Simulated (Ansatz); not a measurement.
Geometry optimisation, DFT PBE-D3(BJ), scalar-relativistic, plane waves, PAW in Ansatz 0.2.0.

Input:

```yaml
crystal:
  lattice:
    - [8.1, 0.0, 0.0]
    - [0.0, 8.1, 0.0]
    - [0.0, 0.0, 8.1]
  atoms:
    - { symbol: Al, position: [0.5, 0.0, 0.0] }
    - { symbol: Al, position: [0.75, 0.25, 0.0] }
    - { symbol: Al, position: [0.75, 0.0, 0.25] }
    - { symbol: Al, position: [0.0, 0.0, 0.0] }
    - { symbol: Al, position: [0.25, 0.25, 0.0] }
    - { symbol: Al, position: [0.5, 0.5, 0.0] }
    - { symbol: Al, position: [0.75, 0.75, 0.0] }
    - { symbol: Al, position: [0.25, 0.0, 0.25] }
    - { symbol: Al, position: [0.5, 0.25, 0.25] }
    - { symbol: Al, position: [0.75, 0.5, 0.25] }
    - { symbol: Al, position: [0.5, 0.0, 0.5] }
    - { symbol: Al, position: [0.75, 0.25, 0.5] }
    - { symbol: Al, position: [0.75, 0.0, 0.75] }
    - { symbol: Al, position: [0.0, 0.5, 0.0] }
    - { symbol: Al, position: [0.25, 0.75, 0.0] }
    - { symbol: Cu, position: [0.0, 0.5, 0.5] }
    - { symbol: Al, position: [0.25, 0.5, 0.25] }
    - { symbol: Al, position: [0.5, 0.75, 0.25] }
    - { symbol: Al, position: [0.0, 0.0, 0.5] }
    - { symbol: Al, position: [0.25, 0.25, 0.5] }
    - { symbol: Al, position: [0.5, 0.5, 0.5] }
    - { symbol: Al, position: [0.75, 0.75, 0.5] }
    - { symbol: Al, position: [0.25, 0.0, 0.75] }
    - { symbol: Al, position: [0.5, 0.25, 0.75] }
    - { symbol: Al, position: [0.75, 0.5, 0.75] }
    - { symbol: Al, position: [0.0, 0.75, 0.25] }
    - { symbol: Al, position: [0.25, 0.75, 0.5] }
    - { symbol: Al, position: [0.0, 0.25, 0.75] }
    - { symbol: Al, position: [0.25, 0.5, 0.75] }
    - { symbol: Al, position: [0.5, 0.75, 0.75] }
    - { symbol: Al, position: [0.0, 0.75, 0.75] }
basis:
  ecutwfc: 420.0
kpoints:
  mp_grid: { grid: [3, 3, 3] }
hamiltonian:
  xc: pbe
  dispersion: d3bj
  pseudopotentials: { kind: paw, azcp: { folder: soft_1 } }
scf:
  occupations: { method: gaussian, width: 0.1 }
  lower_state_search: "off"
relax:
  f_tol: 0.03
  max_steps: 60
  adjacent_minimum: "off"
output:
  write_density: true
  write_potential: true
  elf: true
  volumetric_format: npy
```

Run as:

```bash
$ ansatz run input.yaml --threads 4 --pin off --max-ram 10240MiB --backend cpu --events-out ev --progress --plain --runs-dir out
```

Question: Where does it end, and by what steps?

Answer: The run converged. Limits of this set-up: coarse k mesh, a small cell, in which the defect meets its images. After 2 steps the energy has fallen by 0.130 eV; Al10 moved furthest, 0.10 Å.

| step | energy less start (eV) | largest force component (eV/Å) | accepted |
| --- | --- | --- | --- |
| 0 | 0.0000 | 0.322 | yes |
| 1 | -0.1240 | 0.058 | yes |
| 2 | -0.1296 | 0.013 | yes |

```xyz
31
Lattice="8.1000 0.0000 0.0000 0.0000 8.1000 0.0000 0.0000 0.0000 8.1000" Properties=species:S:1:pos:R:3
Al 4.050 -0.009 -0.009
Al 6.095 2.023 0.018
Al 6.095 0.018 2.023
Al 0.000 0.020 0.020
Al 2.005 2.023 0.018
Al 4.050 4.059 -0.007
Al 6.063 6.071 -0.007
Al 2.005 0.018 2.023
Al 4.050 2.027 2.027
Al 6.166 4.009 2.058
Al 4.050 -0.007 4.059
Al 6.166 2.058 4.009
Al 6.063 -0.007 6.071
Al 0.000 4.026 0.014
Al 2.037 6.071 -0.007
Cu 0.000 4.087 4.087
Al 1.934 4.009 2.058
Al 4.050 6.061 2.029
Al 0.000 0.014 4.026
Al 1.934 2.058 4.009
Al 4.050 4.055 4.055
Al 6.080 6.048 4.063
Al 2.037 -0.007 6.071
Al 4.050 2.029 6.061
Al 6.080 4.063 6.048
Al 0.000 6.048 2.055
Al 2.020 6.048 4.063
Al 0.000 2.055 6.048
Al 2.020 4.063 6.048
Al 4.050 6.072 6.072
Al 0.000 6.071 6.071
```

Whether the end is a true minimum wasn't checked by a vibrational analysis.

Run time: 37 s on 4 threads of Arm Neoverse V1, on a shared host, peak memory 1.4 GiB.
